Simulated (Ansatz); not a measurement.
# TaN: the cost of one run

All numbers are computed with Ansatz 0.2.0, driven from Python. The levels of theory stand in the script.

### Step 1. The system

Symmetry: P6/mmm, No. 191, hexagonal system. The conventional cell has a = 5.191 Å, b = 5.191 Å, c = 2.908 Å, α = 90.00°, β = 90.00°, γ = 120.00°. Ta (site symmetry 6/mmm) is surrounded by 6 N at 2.60 Å and 2 Ta at 2.91 Å. Ta (site symmetry -6m2) has 6 N at 2.09 Å as nearest neighbours. N (site symmetry mmm) has 6 Ta at 2.09 to 2.60 Å as nearest neighbours.

The script holds or builds the structure itself.

### Step 2. The script

Contents of lattice.py:

```python
"""How the lattice of TaN depends on the functional."""

import warnings

import ansatz as az
from ase import Atoms
import numpy as np

def edges_and_angles(cell):
    cell = np.asarray(cell)
    a, b, c = np.linalg.norm(cell, axis=1)
    cosines = cell[1] @ cell[2] / (b * c), cell[0] @ cell[2] / (a * c), cell[0] @ cell[1] / (a * b)
    return (a, b, c, *np.degrees(np.arccos(cosines)))

warnings.simplefilter("ignore", az.DeckWarning)

atoms = Atoms(
    ["Ta", "Ta", "Ta", "N", "N", "N"],
    scaled_positions=[
        [0.0, 0.0, 0.0],
        [1 / 3, 2 / 3, 0.5],
        [2 / 3, 1 / 3, 0.5],
        [0.5, 0.0, 0.0],
        [0.5, 0.5, 0.0],
        [0.0, 0.5, 0.0],
    ],
    cell=[
        [5.191, 0.0, 0.0],
        [-2.5955, 4.49554, 0.0],
        [0.0, 0.0, 2.908],
    ],
    pbc=True,
)
cell = az.Crystal.from_ase(atoms)

setup = (
    cell.calculation()
    .kpoints(spacing=0.32)
    .occupations(az.OccupationsMethod.FERMI_DIRAC)
    .relax(cell=True, force_tolerance=0.03)
)

levels = [("lda", "none"), ("pbesol", "d3bj"), ("r2scan", "none")]
print("level            a       b       c    alpha   beta  gamma  V/atom  steps")
for name, dispersion in levels:
    seen = []
    run = setup.functional(name, dispersion=dispersion).session().plan()
    outcome = run.execute(on_event=lambda e: seen.append(e) if e["event"] == "relax_step" else None)
    cell = outcome.lattice.cell_ang
    label = name if dispersion == "none" else f"{name}+{dispersion}"
    print("{:13s} {:7.4f} {:7.4f} {:7.4f} {:6.2f} {:6.2f} {:6.2f}".format(label, *edges_and_angles(cell)), f"{abs(np.linalg.det(cell)) / len(outcome.lattice.sites):7.3f} {len(seen):5d}")
```

### Step 3. Running it

Launch:

```bash
> python lattice.py
```

What time and memory should one allow on 1 thread of Arm Neoverse V2, shared host?

About 65 s, with a peak of 0.63 GiB.
